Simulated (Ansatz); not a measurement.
Relaxation of a periodic cell of 41 atoms, Sr₈Ti₈GeO₂₄ (host SrTiO3, host structure Pm-3m, interstitial Ge), to a largest force component of 0.03 eV/Å in at most 60 steps.

The calculation used DFT PBE, scalar-relativistic, plane waves, PAW in Ansatz 0.2.0. Settings: PAW set soft_1, cutoff 420 eV, k mesh 2x2x2, gaussian smearing 0.02 eV, no spin polarisation.

```xyz
41
Lattice="7.8100 0.0000 0.0000 0.0000 7.8100 0.0000 0.0000 0.0000 7.8100" Properties=species:S:1:pos:R:3
Sr 0.000 0.000 0.000
Ti 1.952 1.952 1.952
O 0.000 1.952 1.952
O 1.952 0.000 1.952
O 1.952 1.952 0.000
Sr 0.000 0.000 3.905
Ti 1.952 1.952 5.857
O 0.000 1.952 5.857
O 1.952 0.000 5.857
O 1.952 1.952 3.905
Sr 0.000 3.905 0.000
Ti 1.952 5.857 1.952
O 0.000 5.857 1.952
O 1.952 3.905 1.952
O 1.952 5.857 0.000
Sr 0.000 3.905 3.905
Ti 1.952 5.857 5.857
O 0.000 5.857 5.857
O 1.952 3.905 5.857
O 1.952 5.857 3.905
Sr 3.905 0.000 0.000
Ti 5.857 1.952 1.952
O 3.905 1.952 1.952
O 5.857 0.000 1.952
O 5.857 1.952 0.000
Sr 3.905 0.000 3.905
Ti 5.857 1.952 5.857
O 3.905 1.952 5.857
O 5.857 0.000 5.857
O 5.857 1.952 3.905
Sr 3.905 3.905 0.000
Ti 5.857 5.857 1.952
O 3.905 5.857 1.952
O 5.857 3.905 1.952
O 5.857 5.857 0.000
Sr 3.905 3.905 3.905
Ti 5.857 5.857 5.857
O 3.905 5.857 5.857
O 5.857 3.905 5.857
O 5.857 5.857 3.905
Ge 0.077 5.864 3.897
```

Task: Where does it end, and by what steps?

Result: The forces met the threshold. The force dipped under the threshold on the way, but the program's further checks kept it going. Limits of this set-up: coarse k mesh, a small cell, in which the defect meets its images, a typed lattice constant that wasn't relaxed here. After 14 steps the energy has fallen by 11.987 eV; Sr6 moved furthest, 0.91 Å. The start is strongly strained (largest force component 21 eV/Å), so its close contacts needn't be bonds. Parted: Sr6–O13 (2.76 → 3.71 Å), Sr6–O18 (2.76 → 3.71 Å), Sr6–O20 (2.76 → 3.87 Å), Sr6–O40 (2.76 → 3.60 Å), O40–Ge41 (2.03 → 2.63 Å). Joined: Sr26–Ge41 (4.29 → 3.74 Å).

| step | energy less start (eV) | largest force component (eV/Å) | accepted |
| --- | --- | --- | --- |
| 0 | 0.0000 | 20.915 | yes |
| 1 | -6.4058 | 10.954 | yes |
| 2 | -9.7873 | 4.534 | yes |
| 3 | -10.4904 | 2.072 | yes |
| 4 | -10.7545 | 1.470 | yes |
| 5 | -11.0215 | 0.499 | yes |
| 6 | -11.5459 | 0.829 | yes |
| 7 | -11.6921 | 1.082 | yes |
| 8 | -11.8385 | 0.825 | yes |
| 9 | -11.8883 | 0.424 | yes |
| 10 | -11.9223 | 0.775 | yes |
| 11 | -11.9692 | 0.467 | yes |
| 12 | -11.9773 | 0.201 | yes |
| 13 | -11.9866 | 0.026 | yes |
| 14 | -11.9866 | 0.026 | yes |

```xyz
41
Lattice="7.8100 0.0000 0.0000 0.0000 7.8100 0.0000 0.0000 0.0000 7.8100" Properties=species:S:1:pos:R:3
Sr -0.027 0.087 0.000
Ti 1.952 1.945 1.916
O -0.032 2.151 1.858
O 1.762 -0.061 2.161
O 1.955 1.711 0.001
Sr -0.106 0.908 3.906
Ti 1.952 1.948 5.896
O -0.032 2.149 5.954
O 1.764 -0.060 5.649
O 1.927 2.195 3.905
Sr 0.000 3.896 0.000
Ti 2.078 5.790 1.830
O 0.058 5.446 2.157
O 2.194 3.877 1.699
O 1.775 6.033 0.000
Sr -0.292 3.698 3.907
Ti 2.074 5.794 5.977
O 0.058 5.452 5.651
O 2.189 3.878 6.110
O 2.163 5.578 3.904
Sr 3.925 0.033 -0.001
Ti 5.756 1.956 1.900
O 3.866 1.722 1.954
O 6.048 -0.018 2.018
O 5.757 1.873 0.001
Sr 3.883 -0.025 3.906
Ti 5.756 1.954 5.911
O 3.866 1.727 5.857
O 6.045 -0.017 5.792
O 5.685 2.049 3.905
Sr 4.005 3.876 -0.002
Ti 5.865 5.866 1.954
O 3.937 6.016 1.762
O 5.658 3.884 1.896
O 6.103 5.886 0.000
Sr 3.884 3.809 3.906
Ti 5.866 5.865 5.856
O 3.936 6.014 6.045
O 5.661 3.884 5.914
O 5.686 5.740 3.904
Ge 0.438 6.318 3.899
```

Whether the end is a true minimum wasn't checked by a vibrational analysis.

Run time: 3.6 min on 4 threads of Arm Neoverse V2, with other jobs on the host, peak memory 2.4 GiB.
